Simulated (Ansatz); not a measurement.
**B15P15 wurtzite bond sphere (B15P15H34): the relaxed shape and its frontier levels**

What does B15P15 wurtzite bond sphere (B15P15H34) look like as a singlet, and where do its frontier electrons sit?

Computed with Ansatz 0.2.0, Gaussian basis. Level: RKS PBE0-D4/def2-SVP.

Levels to be run: relaxation at PBE-D4/def2-SVP; a single point at PBE0-D4/def2-SVP.

1 further run of the same task is left out (set aside as unsound or not needed). Runs told in other sessions of the task aren't counted.

### 1 The system as given

64 atoms, charge 0, spin multiplicity 1.

Atoms are counted from 1 here; the program's logs count them from 0.

Bond lengths: B1–P2 1.920 Å, B1–P3 1.978 Å, B1–P16 1.928 Å, B1–H31 1.185 Å, P2–B7 1.916 Å, P2–H32 1.388 Å, P2–H33 1.404 Å, P3–B4 1.939 Å, P3–B17 1.943 Å, P3–H34 1.395 Å, B4–P6 1.962 Å, B4–P9 1.945 Å, B4–H35 1.200 Å, B5–P6 1.933 Å, B5–P18 1.941 Å, B5–H36 1.201 Å, B5–H37 1.190 Å, P6–B11 1.940 Å and more. Angles: P2–B1–P3 106.5°, P2–B1–P16 104.4°, P2–B1–H31 111.8°, P3–B1–P16 106.8°, P3–B1–H31 114.2°, P16–B1–H31 112.4°, B1–P2–B7 114.5°, B1–P2–H32 112.1°, B1–P2–H33 112.3°, B7–P2–H32 110.6°, B7–P2–H33 109.9°, H32–P2–H33 96.0°, B1–P3–B4 112.4°, B1–P3–B17 113.2°, B1–P3–H34 102.3°, B4–P3–B17 111.7°, B4–P3–H34 108.4°, B17–P3–H34 108.2° and more.

The start is a GFN2-xTB geometry.

### 2 Optimising with PBE-D4/def2-SVP

The input, in.yaml:

```yaml
crystal:
  periodic: [false, false, false]
  atoms:
    - {symbol: B, position_ang: [0.801380, -3.263520, -2.300240]}
    - {symbol: P, position_ang: [-0.720800, -2.261870, -2.905450]}
    - {symbol: P, position_ang: [0.808880, -3.138190, -0.325980]}
    - {symbol: B, position_ang: [-0.796330, -2.300770, 0.368730]}
    - {symbol: B, position_ang: [0.793390, -3.281480, 2.999250]}
    - {symbol: P, position_ang: [-0.709920, -2.267710, 2.328980]}
    - {symbol: B, position_ang: [-0.789670, -0.457280, -2.264540]}
    - {symbol: P, position_ang: [-2.320760, 0.502000, -2.904880]}
    - {symbol: P, position_ang: [-0.791820, -0.458050, -0.253780]}
    - {symbol: B, position_ang: [-2.391890, 0.455540, 0.371030]}
    - {symbol: B, position_ang: [-0.777650, -0.451250, 3.006360]}
    - {symbol: P, position_ang: [-2.318470, 0.513650, 2.331650]}
    - {symbol: B, position_ang: [-2.430760, 2.321590, -2.299620]}
    - {symbol: P, position_ang: [-2.319170, 2.264530, -0.325260]}
    - {symbol: B, position_ang: [-2.449210, 2.321910, 3.001140]}
    - {symbol: P, position_ang: [2.319880, -2.255530, -2.928700]}
    - {symbol: B, position_ang: [2.416360, -2.309490, 0.382970]}
    - {symbol: P, position_ang: [2.311900, -2.263600, 2.346260]}
    - {symbol: B, position_ang: [2.414800, -0.443710, -2.297600]}
    - {symbol: P, position_ang: [0.811480, 0.469530, -2.869760]}
    - {symbol: P, position_ang: [2.331370, -0.502760, -0.324190]}
    - {symbol: B, position_ang: [0.809870, 0.468710, 0.384910]}
    - {symbol: B, position_ang: [2.436620, -0.445110, 2.994560]}
    - {symbol: P, position_ang: [0.836580, 0.484370, 2.395160]}
    - {symbol: B, position_ang: [0.817620, 2.314710, -2.298350]}
    - {symbol: P, position_ang: [-0.800800, 3.134020, -2.929300]}
    - {symbol: P, position_ang: [0.724910, 2.271870, -0.324400]}
    - {symbol: B, position_ang: [-0.799160, 3.245330, 0.381910]}
    - {symbol: B, position_ang: [0.828370, 2.335460, 2.992700]}
    - {symbol: P, position_ang: [-0.811280, 3.132870, 2.345930]}
    - {symbol: H, position_ang: [0.791550, -4.372680, -2.717220]}
    - {symbol: H, position_ang: [-1.915230, -2.919330, -2.643520]}
    - {symbol: H, position_ang: [-0.847730, -2.277440, -4.303720]}
    - {symbol: H, position_ang: [0.805910, -4.479520, 0.056440]}
    - {symbol: H, position_ang: [-1.770760, -2.855910, -0.057050]}
    - {symbol: H, position_ang: [0.790390, -4.379450, 2.512630]}
    - {symbol: H, position_ang: [0.782180, -3.286870, 4.189060]}
    - {symbol: H, position_ang: [-1.900710, -2.905560, 2.719740]}
    - {symbol: H, position_ang: [-3.487070, -0.204330, -2.642510]}
    - {symbol: H, position_ang: [-2.397580, 0.399750, -4.303560]}
    - {symbol: H, position_ang: [-3.358130, -0.114280, -0.053870]}
    - {symbol: H, position_ang: [-0.796280, -0.464570, 4.198060]}
    - {symbol: H, position_ang: [-3.464070, -0.200240, 2.724420]}
    - {symbol: H, position_ang: [-3.398030, 2.865250, -2.715750]}
    - {symbol: H, position_ang: [-3.482690, 2.933270, 0.055200]}
    - {symbol: H, position_ang: [-3.404400, 2.863900, 2.515430]}
    - {symbol: H, position_ang: [-2.457150, 2.316980, 4.190970]}
    - {symbol: H, position_ang: [2.420540, -2.318180, -4.324010]}
    - {symbol: H, position_ang: [3.489640, -2.947380, -2.658420]}
    - {symbol: H, position_ang: [3.387330, -2.864620, -0.042090]}
    - {symbol: H, position_ang: [3.468000, -2.957600, 2.730090]}
    - {symbol: H, position_ang: [3.381610, 0.113790, -2.702090]}
    - {symbol: H, position_ang: [0.751750, 0.434310, -4.293330]}
    - {symbol: H, position_ang: [3.483990, 0.184080, 0.058390]}
    - {symbol: H, position_ang: [2.460770, -0.442510, 4.185490]}
    - {symbol: H, position_ang: [3.399820, 0.084370, 2.505160]}
    - {symbol: H, position_ang: [1.782070, 2.874240, -2.705830]}
    - {symbol: H, position_ang: [-0.805050, 3.250680, -4.324750]}
    - {symbol: H, position_ang: [-0.817630, 4.492990, -2.661200]}
    - {symbol: H, position_ang: [1.893140, 2.931270, 0.058920]}
    - {symbol: H, position_ang: [-0.796570, 4.363460, -0.044140]}
    - {symbol: H, position_ang: [0.845210, 2.357550, 4.183470]}
    - {symbol: H, position_ang: [1.765390, 2.907280, 2.499750]}
    - {symbol: H, position_ang: [-0.835920, 4.481510, 2.730340]}
basis:
  gaussian: {orbitals: def2-SVP, fitting: {mean_field: def2-universal-jkfit}}
hamiltonian: {xc: pbe, dispersion: d4}
scf: {lower_state_search: "off"}
output: {orbitals: {seedname: orbitals}}
relax: {f_tol: 0.03, max_steps: 70}
```

The run is started by

```sh
$ ansatz run in.yaml --threads 5 --pin off --events-out ev --progress --plain --max-ram 66560MiB --backend cuda --devices 0, --max-vram 37GiB
```

The log of the run, shortened:

```text
Functional definition: PBE
  name "PBE"
  cite "Perdew, Burke & Ernzerhof, Phys. Rev. Lett. 77, 3865 (1996) doi:10.1103/PhysRevLett.77.3865"
  parent pbe
[...]
3657 factors; integrals over basis functions are off by at most 2.9e-1 eV
[...]
mean field -149911.36725228 eV, -5509.1411329469 hartree, gradient 5.4e-6 eV, S^2 0.000000; 0 other end points of the search recorded, 0 dependent functions left out
[...]
reference -149911.36733744 eV, -5509.1411360767 hartree; 167, 167 occupied and 483, 483 virtual orbitals, 3657 factors
relax step   1: F+E_penalty+E_count = -149917.17881090 eV  Δ(F+E_penalty+E_count) = +0.000e0 eV  max|allowed force component| = 8.830e-1 eV/Å  Δτ_max = 0.0000 Å  (22 SCF iters, accepted)
[...]
relax step   5: F+E_penalty+E_count = -149917.76043920 eV  Δ(F+E_penalty+E_count) = -3.668e-3 eV  max|allowed force component| = 3.677e-2 eV/Å  Δτ_max = 0.0454 Å  (21 SCF iters, accepted)
[...]
relax step   6: F+E_penalty+E_count = -149917.76082785 eV  Δ(F+E_penalty+E_count) = -3.886e-4 eV  max|allowed force component| = 7.261e-3 eV/Å  Δτ_max = 0.0075 Å  (15 SCF iters, accepted)
Total energy: -149917.76091332 eV, -5509.3760956565 hartree
Atom 0 at     0.819017    -3.283538    -2.312698 Å, force     0.000797    -0.000100    -0.000309 eV/Å
Atom 1 at    -0.748838    -2.303684    -2.922436 Å, force     0.000108    -0.001140    -0.001583 eV/Å
[...]
Atom 49 at     3.433552    -2.892140    -0.063032 Å, force    -0.000751    -0.000745    -0.000461 eV/Å
Atom 50 at     3.528391    -2.994557     2.741606 Å, force     0.001443    -0.000401    -0.000716 eV/Å
Atom 51 at     3.406221     0.145152    -2.740933 Å, force    -0.000246    -0.000154     0.000195 eV/Å
Atom 52 at     0.798136     0.462034    -4.351305 Å, force    -0.001017    -0.000585     0.000433 eV/Å
Atom 53 at     3.549012     0.183811     0.101037 Å, force    -0.000132     0.000809    -0.000392 eV/Å
Atom 54 at     2.405553    -0.454561     4.221244 Å, force     0.000659     0.000959     0.000661 eV/Å
Atom 55 at     3.443967     0.122021     2.539252 Å, force    -0.001788     0.001794     0.000488 eV/Å
Atom 56 at     1.822491     2.881352    -2.740880 Å, force    -0.000257    -0.000132     0.000183 eV/Å
Atom 57 at    -0.797192     3.275051    -4.375435 Å, force     0.000099     0.000852     0.000765 eV/Å
Atom 58 at    -0.821444     4.567229    -2.599487 Å, force     0.000306    -0.000431     0.000043 eV/Å
Atom 59 at     1.927157     2.985858     0.101100 Å, force     0.000656    -0.000527    -0.000420 eV/Å
Atom 60 at    -0.797554     4.417888    -0.062942 Å, force    -0.001009    -0.000271    -0.000428 eV/Å
Atom 61 at     0.804152     2.312214     4.221294 Å, force     0.001151     0.000072     0.000661 eV/Å
Atom 62 at     1.821382     2.925438     2.539321 Å, force     0.000655    -0.002426     0.000470 eV/Å
Atom 63 at    -0.838968     4.551126     2.741730 Å, force     0.000341     0.001436    -0.000716 eV/Å
Dipole moment:    -0.504375    -0.291846    -4.171306 e Å
Checks for a lower state left out: stability, starts, cluster_reference, orbital_swaps, neighbouring_geometries, increment
```

Run time: 43 s. Hardware: 1 × H100 (card shared with other runs) with 5 threads of AMD EPYC 7R13, shared host; peak host memory 1.2 GiB.

Step by step:

```csv
step,energy from step 1 (eV),largest force component (eV/Å)
1,0.0000,0.8830
2,-0.4996,0.2808
3,-0.5777,0.0618
4,-0.5780,0.0553
5,-0.5816,0.0368
6,-0.5820,0.0073
```

Distances of close pairs at the start and the end, largest changes first:

```csv
bond,before (Å),after (Å),change (Å)
P26–H59,1.385,1.424,+0.039
P16–H49,1.386,1.424,+0.039
P2–H32,1.388,1.425,+0.037
P8–H39,1.389,1.425,+0.037
B15–H47,1.190,1.225,+0.035
B5–H37,1.190,1.225,+0.035
B29–H62,1.191,1.225,+0.034
B23–H55,1.191,1.225,+0.034
```

Bonds by kind at the end (by distance):

| bond | count | shortest (Å) | longest (Å) |
| --- | --- | --- | --- |
| B–P | 43 | 1.941 | 2.014 |
| H–P | 17 | 1.424 | 1.438 |
| B–H | 17 | 1.219 | 1.230 |

### 3 Single point, PBE0-D4/def2-SVP

start.molden holds the orbitals of an earlier run on this state, given as this run's starting guess.

The input, in.yaml:

```yaml
crystal:
  periodic: [false, false, false]
  atoms:
    - {symbol: B, position_ang: [0.819017, -3.283538, -2.312698]}
    - {symbol: P, position_ang: [-0.748838, -2.303684, -2.922436]}
    - {symbol: P, position_ang: [0.814056, -3.184849, -0.328040]}
    - {symbol: B, position_ang: [-0.807752, -2.321295, 0.350852]}
    - {symbol: B, position_ang: [0.807610, -3.298924, 3.004667]}
    - {symbol: P, position_ang: [-0.730229, -2.291907, 2.330870]}
    - {symbol: B, position_ang: [-0.804211, -0.465434, -2.301277]}
    - {symbol: P, position_ang: [-2.370628, 0.498226, -2.922360]}
    - {symbol: P, position_ang: [-0.791671, -0.458203, -0.287458]}
    - {symbol: B, position_ang: [-2.415183, 0.455849, 0.350944]}
    - {symbol: B, position_ang: [-0.789497, -0.457024, 2.987373]}
    - {symbol: P, position_ang: [-2.351021, 0.508418, 2.330963]}
    - {symbol: B, position_ang: [-2.439294, 2.345793, -2.312568]}
    - {symbol: P, position_ang: [-2.356171, 2.292299, -0.327906]}
    - {symbol: B, position_ang: [-2.458123, 2.343484, 3.004841]}
    - {symbol: P, position_ang: [2.365343, -2.278654, -2.946354]}
    - {symbol: B, position_ang: [2.434239, -2.330391, 0.369160]}
    - {symbol: P, position_ang: [2.350567, -2.283923, 2.349006]}
    - {symbol: B, position_ang: [2.432084, -0.444577, -2.304262]}
    - {symbol: P, position_ang: [0.811475, 0.469727, -2.913382]}
    - {symbol: P, position_ang: [2.368653, -0.494758, -0.321225]}
    - {symbol: B, position_ang: [0.818051, 0.473496, 0.368998]}
    - {symbol: B, position_ang: [2.452830, -0.444042, 2.997150]}
    - {symbol: P, position_ang: [0.831940, 0.481501, 2.375432]}
    - {symbol: B, position_ang: [0.825914, 2.330391, -2.304210]}
    - {symbol: P, position_ang: [-0.797707, 3.186080, -2.946255]}
    - {symbol: P, position_ang: [0.750815, 2.300355, -0.321176]}
    - {symbol: B, position_ang: [-0.808206, 3.271558, 0.369257]}
    - {symbol: B, position_ang: [0.836822, 2.347999, 2.997201]}
    - {symbol: P, position_ang: [-0.809496, 3.175850, 2.349107]}
    - {symbol: H, position_ang: [0.803662, -4.420253, -2.752135]}
    - {symbol: H, position_ang: [-1.937834, -2.991908, -2.543276]}
    - {symbol: H, position_ang: [-0.869151, -2.345393, -4.350952]}
    - {symbol: H, position_ang: [0.818868, -4.550247, 0.081087]}
    - {symbol: H, position_ang: [-1.815375, -2.875968, -0.072639]}
    - {symbol: H, position_ang: [0.797961, -4.437604, 2.540810]}
    - {symbol: H, position_ang: [0.793944, -3.248991, 4.228279]}
    - {symbol: H, position_ang: [-1.932603, -2.957494, 2.732425]}
    - {symbol: H, position_ang: [-3.559618, -0.189987, -2.543159]}
    - {symbol: H, position_ang: [-2.466788, 0.414711, -4.350872]}
    - {symbol: H, position_ang: [-3.398061, -0.141595, -0.072519]}
    - {symbol: H, position_ang: [-0.785893, -0.455022, 4.209858]}
    - {symbol: H, position_ang: [-3.527098, -0.202584, 2.732556]}
    - {symbol: H, position_ang: [-3.432597, 2.898708, -2.751996]}
    - {symbol: H, position_ang: [-3.537716, 2.976584, 0.081269]}
    - {symbol: H, position_ang: [-3.450341, 2.902332, 2.541119]}
    - {symbol: H, position_ang: [-2.421505, 2.306657, 4.228446]}
    - {symbol: H, position_ang: [2.442786, -2.322503, -4.375532]}
    - {symbol: H, position_ang: [3.551126, -2.987202, -2.599564]}
    - {symbol: H, position_ang: [3.433552, -2.892140, -0.063032]}
    - {symbol: H, position_ang: [3.528391, -2.994557, 2.741606]}
    - {symbol: H, position_ang: [3.406221, 0.145152, -2.740933]}
    - {symbol: H, position_ang: [0.798136, 0.462034, -4.351305]}
    - {symbol: H, position_ang: [3.549012, 0.183811, 0.101037]}
    - {symbol: H, position_ang: [2.405553, -0.454561, 4.221244]}
    - {symbol: H, position_ang: [3.443967, 0.122021, 2.539252]}
    - {symbol: H, position_ang: [1.822491, 2.881352, -2.740880]}
    - {symbol: H, position_ang: [-0.797192, 3.275051, -4.375435]}
    - {symbol: H, position_ang: [-0.821444, 4.567229, -2.599487]}
    - {symbol: H, position_ang: [1.927157, 2.985858, 0.101100]}
    - {symbol: H, position_ang: [-0.797554, 4.417888, -0.062942]}
    - {symbol: H, position_ang: [0.804152, 2.312214, 4.221294]}
    - {symbol: H, position_ang: [1.821382, 2.925438, 2.539321]}
    - {symbol: H, position_ang: [-0.838968, 4.551126, 2.741730]}
basis:
  gaussian: {orbitals: def2-SVP, fitting: {mean_field: def2-universal-jkfit}, initial_orbitals: start.molden}
hamiltonian: {xc: pbe0, dispersion: d4}
scf: {omitted_lower_state_checks: [starts]}
output: {orbitals: {seedname: orbitals}}
```

Launched as before.

The log of the run:

```text
Functional definition: PBE0
  name "PBE0"
  cite "Adamo & Barone, J. Chem. Phys. 110, 6158 (1999) doi:10.1063/1.478522"
  cite "Perdew, Burke & Ernzerhof, Phys. Rev. Lett. 77, 3865 (1996) doi:10.1103/PhysRevLett.77.3865"
  parent pbe
  parameter a = 0.25
  parameter kappa = 0.804
  parameter beta = 0.06672455060314922
  exchange = (1 - a)*pbe_x(kappa = kappa, mu = beta*pi^2/3) + a*exact_x
  correlation = pbe_c(beta = beta)
these checks for a lower state are left out or cut short: starts
3657 factors; integrals over basis functions are off by at most 3.0e-1 eV
mean field evaluation 1: about -149928.6998 eV, gradient 1.7e1 eV
mean field evaluation 2: about -149929.2125 eV, gradient 4.9e-1 eV
mean field evaluation 4: about -149929.2135 eV, gradient 2.8e-3 eV
mean field -149929.21350863 eV, -5509.7969707711 hartree, gradient 1.4e-5 eV, S^2 0.000000; 0 other end points of the search recorded, 0 dependent functions left out
reference -149929.21357374 eV, -5509.7969731639 hartree; 167, 167 occupied and 483, 483 virtual orbitals, 3657 factors
Total energy: -149934.32076610 eV, -5509.9846590215 hartree
Checks for a lower state left out: starts
```

Run time: 18 s. Hardware: 1 × H100 (card shared with other runs) with 5 threads of AMD EPYC 7R13, shared host; peak host memory 1.1 GiB.

From the report: HOMO -6.00 eV, LUMO -1.39 eV.

Mulliken charges, from this run's orbitals:

B1 -0.21; P2 0.19; P3 0.07; B4 -0.14; B5 -0.19; P6 0.11; B7 -0.28; P8 0.19; P9 0.01; B10 -0.14; B11 -0.22; P12 0.11; B13 -0.21; P14 0.07; B15 -0.19; P16 0.17; B17 -0.19; P18 0.08; B19 -0.17; P20 0.12; P21 0.11; B22 -0.23; B23 -0.14; P24 0.00; B25 -0.17; P26 0.17; P27 0.11; B28 -0.19; B29 -0.14; P30 0.08; H31 0.05; H32 0.09; H33 0.05; H34 0.07; H35 0.01; H36 -0.01; H37 0.01; H38 0.02; H39 0.09; H40 0.05; H41 0.01; H42 0.04; H43 0.02; H44 0.05; H45 0.07; H46 -0.01; H47 0.01; H48 0.05; H49 0.09; H50 0.02; H51 0.02; H52 0.05; H53 0.03; H54 0.08; H55 0.00; H56 -0.02; H57 0.05; H58 0.05; H59 0.09; H60 0.08; H61 0.02; H62 0.00; H63 -0.02; H64 0.02

Largest Mayer bond orders: B5–H37 0.97; B15–H47 0.97; B5–H36 0.96; B15–H46 0.96; B23–H55 0.96; B29–H62 0.96; B23–H56 0.95; B29–H63 0.95; B17–H50 0.95; B28–H61 0.95.

The fields below are evaluated on a grid from the run's orbitals.

Frontier orbitals at PBE0-D4/def2-SVP, with the share of their density that lies nearest to each atom:

```
orbital  energy (eV)                                                                       lies on
 HOMO-1        -6.21                                   P24 13 %; B11 12 %; H56, H63 about 8 % each
   HOMO        -6.00                                    P24 12 %; B23, B29 about 9 % each; B11 6 %
   LUMO        -1.39  H49, H59 about 9 % each; P16, P26 about 8 % each; P2, P8, P20 about 6 % each
```

ELF in a plane through or near 14 of the atoms.

Ten even steps from '0' (0.00) to '9' (1.00):
```
0000000000000000000000000000
0000000000000000000000000000
0000000005882002885000000000
0000000019997007999100000000
0001451018996006998101541000
0009999453746556374549999000
0018999568118669118659998000
0000134443224444223444310000
0000023553113553113553210000
0008999458358668438659998000
0007999576527667157759998000
0000010016884114886100100000
0004898345226336225438984000
0029999577429779346759999100
0005887347566446657437885000
0000038993006996003997300000
0000049994006997004999400000
0000002550001441000553000000
0000000000000000000000000000
0000000000000000000000000000
```
The map spans 13.9 Å across and 14.0 Å up, centred on the molecule. Atoms in the plane (x, y in Å): P2 (-1.6, 3.0), B4 (-1.6, -0.3), P6 (-1.6, -2.3), P8 (1.6, 3.0), B10 (1.6, -0.3), P12 (1.6, -2.3), H31 (-4.2, 2.8), H33 (-1.6, 4.4), H34 (-4.3, 0.0), H36 (-4.2, -2.5), H40 (1.6, 4.4), H44 (4.2, 2.8), H45 (4.3, 0.0), H46 (4.2, -2.5).

log10 of the density (e/Å³) in the same plane.

Values, 10 rows by 14 columns:
```
-4.0 -4.0 -4.0 -4.0 -4.0 -4.0 -4.0 -4.0 -4.0 -4.0 -4.0 -4.0 -4.0 -4.0
-4.0 -4.0 -4.0 -3.9 -2.7 -1.8 -2.2 -2.6 -1.8 -2.1 -3.3 -4.0 -4.0 -4.0
-4.0 -3.4 -2.3 -1.8 -1.3  0.1 -0.8 -1.3  0.0 -0.6 -1.7 -1.9 -2.7 -4.0
-4.0 -2.7 -1.0 -0.2 -0.4  0.3 -0.2 -0.4  0.1 -0.1 -0.4 -0.2 -1.7 -3.4
-4.0 -3.0 -1.6 -0.8 -0.5 -1.0 -0.7 -0.5 -0.9 -0.7 -0.5 -1.1 -2.2 -3.8
-4.0 -2.7 -0.9 -0.3 -0.4  0.8 -0.3 -0.4  0.2 -0.2 -0.5 -0.2 -1.6 -3.4
-4.0 -2.7 -1.2 -0.6 -0.7  0.5 -0.4 -0.7  0.3 -0.2 -0.8 -0.7 -1.9 -3.4
-4.0 -2.7 -1.2 -0.4 -0.4 -0.5 -0.4 -0.4 -0.5 -0.4 -0.3 -0.6 -1.9 -3.4
-4.0 -4.0 -2.7 -1.5 -1.2 -2.2 -1.6 -1.3 -2.2 -1.7 -1.1 -2.0 -3.2 -4.0
-4.0 -4.0 -4.0 -3.6 -3.5 -4.0 -3.7 -3.5 -4.0 -3.7 -3.4 -3.9 -4.0 -4.0
```
The map spans 13.9 Å across and 14.0 Å up, centred on the molecule. Atoms in the plane (x, y in Å): P2 (-1.6, 3.0), B4 (-1.6, -0.3), P6 (-1.6, -2.3), P8 (1.6, 3.0), B10 (1.6, -0.3), P12 (1.6, -2.3), H31 (-4.2, 2.8), H33 (-1.6, 4.4), H34 (-4.3, 0.0), H36 (-4.2, -2.5), H40 (1.6, 4.4), H44 (4.2, 2.8), H45 (4.3, 0.0), H46 (4.2, -2.5).

### 4 Results

| quantity | value |
| --- | --- |
| point group | Cs |
| commonest bond, hydrogen aside | B–P, 43 of mean length 1.964 Å |
| HOMO, LUMO at PBE0-D4/def2-SVP | -6.00, -1.39 eV |
| dipole at PBE-D4/def2-SVP | 20.23 D |

**Reading.** The molecule keeps its bonding pattern by the stored test; the atoms moved 0.06 Å (rms). No usable vibrations, so a minimum isn't proven. The HOMO lies nearest to P24 12 %; B23, B29 about 9 % each and the LUMO to H49, H59 about 9 % each; P16, P26 about 8 % each. Whether this spin is the lowest isn't tested here. The point group is read from a loosely relaxed geometry; soft torsions can leave it below the true symmetry.
